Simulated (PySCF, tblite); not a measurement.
# C6H4F3O radical: geometry, infrared bands and EPR parameters

What infrared bands and EPR parameters should C6H4F3O radical (`O=C([C@@H]1[C]2C[C@H]21)C(F)(F)F`) show?

The runs use tblite 0.8.0 and PySCF 2.14.0, with density-fitted response routines of our own; the level of theory stands in each step. All values are computed, except where a source is named. Atoms count from 0, in the outputs and in this text.

**1. Starting geometry**

14 atoms, charge 0, multiplicity 2; geometry from: force field or distance geometry start.

Bonds of the start (Å): O0–C1 1.23, C1–C2 1.51, C2–C3 1.46, C3–C4 1.46, C4–C5 1.48, C1–C6 1.52, C6–F7 1.36, C6–F8 1.36, C6–F9 1.37, C5–C2 1.47, C5–C3 1.50, C2–H10 1.09, C4–H11 1.08, C4–H12 1.09, C5–H13 1.08.

**2. Optimising the geometry with GFN2-xTB**

The job: settings as JSON, then the geometry in Å.

```
{"job": {"kind": "relax", "xc": "GFN2-xTB", "basis": "xTB"}, "charge": 0, "multiplicity": 2}
O     -1.193300    -1.666000    -0.795100
C     -1.105900    -0.518300    -0.355800
C      0.161100    -0.088100     0.337900
C      1.248800     0.239800    -0.572900
C      2.327500     0.157300     0.403400
C      1.350500    -0.950800     0.329600
C     -2.196700     0.533100    -0.379100
F     -1.733600     1.748200    -0.790100
F     -3.233600     0.206200    -1.188100
F     -2.729200     0.737400     0.868800
H     -0.005600     0.594600     1.164600
H      3.315200    -0.012700    -0.011100
H      2.313100     0.857300     1.236800
H      1.481100    -1.838600    -0.271200
```

The run is started by

```sh
$ OMP_NUM_THREADS=1 python probes_run.py task.json out
```

The driver reads the jobs from task.json and runs them one after another.

**Question.** This job is followed by: GFN2-xTB harmonic vibrations, gas phase; UKS B3LYP, pcH-1 on C F H O, non-relativistic, mean-field spin-orbit, GIAO. Predict these results of the whole session: strongest single infrared mode (GFN2-xTB); zero-point energy (GFN2-xTB); g(iso) (B3LYP); ⟨S²⟩; largest a(iso) (averaged by class); potential on the surface of density 0.002 e/bohr³, 1st and 99th percentile.

The runs gave:

| quantity | value |
| --- | --- |
| strongest single infrared mode (GFN2-xTB) | 1769 cm⁻¹, 347 km/mol |
| zero-point energy (GFN2-xTB) | 53.2 kcal/mol |
| g(iso) (B3LYP) | 2.00301 |
| ⟨S²⟩ | 0.753 (exact 0.75) |
| largest a(iso) (averaged by class) | 13C on C3, 571.2 MHz |
| potential on the surface of density 0.002 e/bohr³, 1st and 99th percentile | -1.31 V and 1.42 V |

In words: The optimisation took 73 steps and gained 0.727 eV; among the close pairs (by a distance rule), C2–C5 changed most, from 1.469 to 1.548 Å. No mode is imaginary among the 36: a minimum at this level. The strongest single mode, at 1769 cm⁻¹, moves mainly C1 and O0. GFN2-xTB is a fitted tight-binding method: band positions and strengths are rough. Its intensities can rank the bands wrongly. Most of the unpaired spin sits on C3 (0.77 e). The isotropic g lies 0.7 ppt above the free-electron value.
